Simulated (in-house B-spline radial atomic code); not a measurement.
# Tb⁴⁴⁺: ionisation energy by several methods

Wanted: one ionisation energy, Tb⁴⁴⁺ to configuration [Ar] 3d2, up the ladder of functionals.

The numbers are computed with in-house B-spline radial atomic code version 1 (scalar-relativistic (X2C), several functionals, spin-polarised, exact exchange averaged over the configuration; spherical all-electron atom at the radial basis limit), except any that are marked as measured or tabulated.

## (1) What is computed

```
element       : terbium (Z = 65)
charge        : +44
electrons     : 21
configuration : [Ar] 3d3
nucleus       : Fermi, rms radius 5.060 fm
```

Outer shells as boxes (Hund's rule):

[Ar] 3d3
```
[Ar] core
3d [↑ ][↑ ][↑ ][  ][  ]
```

Where spins are not typed, each open shell is filled with up spins first.

## (2) B3LYP

Settings, as recorded:

```ini
Z = 65
electrons = 21.0
configuration = [Ar] 3d3
hamiltonian = x2c
method = b3lyp
spin_polarised = True
nucleus = fermi
rms_radius = 5.06
mass_number = 159
atomic_mass = 158.925353707
speed_of_light = 137.035999084
exact_exchange = averaged over the configuration
```

On the command line:

```bash
$ python run_scf.py task.json out
```

The settings of every run stand in task.json; they run in order.

## (3) PBE0

Changes to the settings of step 2:

```diff
@@ -4,3 +4,3 @@
 hamiltonian = x2c
-method = b3lyp
+method = pbe0
 spin_polarised = True
```

## (4) TPSSh

Changes to the settings of step 3:

```diff
@@ -4,3 +4,3 @@
 hamiltonian = x2c
-method = pbe0
+method = tpssh
 spin_polarised = True
```

Q: The tabulated ionisation energy is 3573 ± 4 eV (tabulated theoretical; NIST Atomic Spectra Database). What does each method give, and which comes nearest?

The runs gave:

| method | rung | total energy (hartree) | ΔSCF (eV) | −ε highest (eV) | ΔSCF less tabulated (eV) |
| --- | --- | --- | --- | --- | --- |
| B3LYP | global hybrid | -10088.5739 | 3560.49 | 3514.95 (3d up) | -12.51 |
| PBE0 | global hybrid | -10088.2868 | 3560.26 | 3517.76 (3d up) | -12.74 |
| TPSSh | global hybrid | -10088.6714 | 3559.14 | 3507.84 (3d up) | -13.86 |

**Reading.** Tables give 3573 ± 4 eV (tabulated theoretical; NIST Atomic Spectra Database) for the ionisation energy. B3LYP misses by -12.51 eV, the least, and TPSSh by -13.86 eV (0.39 %), the most. All methods miss on the same side by much the same amount, which points to something that they share. Relativistic terms that these runs lack can be as large as the gaps between close methods, so the nearest may be so by luck. Spin-orbit coupling is left out. Open shells are averaged (over orientations, and over spins where the run is restricted), while tables refer to the lowest levels.
